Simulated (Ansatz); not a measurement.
Geometry optimisation, DFT PBEsol, scalar-relativistic, plane waves, PAW (Ansatz).

Input:

```yaml
crystal:
  lattice:
    - [8.1, 0.0, 0.0]
    - [0.0, 8.1, 0.0]
    - [0.0, 0.0, 8.1]
  atoms:
    - { symbol: Al, position: [0.5, 0.0, 0.0] }
    - { symbol: Al, position: [0.75, 0.25, 0.0] }
    - { symbol: Al, position: [0.75, 0.0, 0.25] }
    - { symbol: Al, position: [0.0, 0.0, 0.0] }
    - { symbol: Al, position: [0.25, 0.25, 0.0] }
    - { symbol: Al, position: [0.5, 0.5, 0.0] }
    - { symbol: Al, position: [0.75, 0.75, 0.0] }
    - { symbol: Al, position: [0.25, 0.0, 0.25] }
    - { symbol: Al, position: [0.5, 0.25, 0.25] }
    - { symbol: Al, position: [0.75, 0.5, 0.25] }
    - { symbol: Al, position: [0.5, 0.0, 0.5] }
    - { symbol: Al, position: [0.75, 0.25, 0.5] }
    - { symbol: Al, position: [0.75, 0.0, 0.75] }
    - { symbol: Al, position: [0.0, 0.5, 0.0] }
    - { symbol: Al, position: [0.25, 0.75, 0.0] }
    - { symbol: Al, position: [0.0, 0.25, 0.25] }
    - { symbol: Al, position: [0.25, 0.5, 0.25] }
    - { symbol: Al, position: [0.5, 0.75, 0.25] }
    - { symbol: Al, position: [0.0, 0.0, 0.5] }
    - { symbol: Al, position: [0.25, 0.25, 0.5] }
    - { symbol: Al, position: [0.5, 0.5, 0.5] }
    - { symbol: Al, position: [0.75, 0.75, 0.5] }
    - { symbol: Al, position: [0.25, 0.0, 0.75] }
    - { symbol: Al, position: [0.5, 0.25, 0.75] }
    - { symbol: Al, position: [0.75, 0.5, 0.75] }
    - { symbol: Al, position: [0.0, 0.75, 0.25] }
    - { symbol: Al, position: [0.0, 0.5, 0.5] }
    - { symbol: Al, position: [0.25, 0.75, 0.5] }
    - { symbol: Al, position: [0.0, 0.25, 0.75] }
    - { symbol: Al, position: [0.25, 0.5, 0.75] }
    - { symbol: Al, position: [0.5, 0.75, 0.75] }
    - { symbol: Al, position: [0.0, 0.75, 0.75] }
    - { symbol: Li, position: [0.2503533, 0.2451304, 0.2456439] }
basis:
  ecutwfc: 420.0
kpoints:
  mp_grid: { grid: [2, 2, 2] }
hamiltonian:
  xc: pbesol
scf:
  occupations: { method: fermi_dirac, width: 0.1 }
  lower_state_search: "off"
relax:
  f_tol: 0.08
  max_steps: 25
  adjacent_minimum: "off"
```

Run as:

```bash
$ ansatz run input.yaml --threads 2 --pin off --max-ram 5120MiB --backend cpu --events-out ev --progress --plain --runs-dir out
```

Where does it end, and by what steps?

The forces met the threshold. Limits of this set-up: coarse k mesh, a small cell, in which the defect meets its images, a typed lattice constant that wasn't relaxed here. After 4 steps the energy has fallen by 2.161 eV; Al8 moved furthest, 0.37 Å.

```tsv
step	energy less start (eV)	largest force component (eV/Å)	accepted
0	0.0000	2.969	yes
1	-1.2696	1.640	yes
2	-2.0504	0.266	yes
3	-2.1417	0.095	yes
4	-2.1613	0.013	yes
```

```xyz
33
Lattice="8.1000 0.0000 0.0000 0.0000 8.1000 0.0000 0.0000 0.0000 8.1000" Properties=species:S:1:pos:R:3
Al 4.031 0.017 0.017
Al 6.075 2.024 -0.098
Al 6.075 -0.098 2.024
Al 0.018 0.016 0.017
Al 2.025 2.032 -0.369
Al 4.039 4.037 0.010
Al 6.075 6.077 -0.035
Al 2.025 -0.371 2.031
Al 4.403 2.031 2.031
Al 6.075 4.149 2.024
Al 4.038 0.011 4.036
Al 6.075 2.024 4.149
Al 6.075 -0.035 6.077
Al 0.011 4.037 0.009
Al 2.025 6.069 -0.098
Al -0.350 2.031 2.031
Al 2.025 4.383 2.031
Al 4.149 6.069 2.024
Al 0.012 0.010 4.037
Al 2.025 2.031 4.385
Al 4.045 4.043 4.043
Al 6.075 6.077 4.086
Al 2.025 -0.098 6.070
Al 4.149 2.024 6.070
Al 6.075 4.086 6.077
Al -0.099 6.069 2.024
Al 0.005 4.043 4.044
Al 2.025 6.069 4.149
Al -0.099 2.024 6.070
Al 2.025 4.149 6.070
Al 4.086 6.077 6.077
Al -0.036 6.077 6.077
Li 2.027 1.999 2.002
```

Whether the end is a true minimum wasn't checked by a vibrational analysis.

The run took 21 s on 2 threads of AMD EPYC 9R14 (Zen 4) (shared host), peak memory 1.1 GiB.
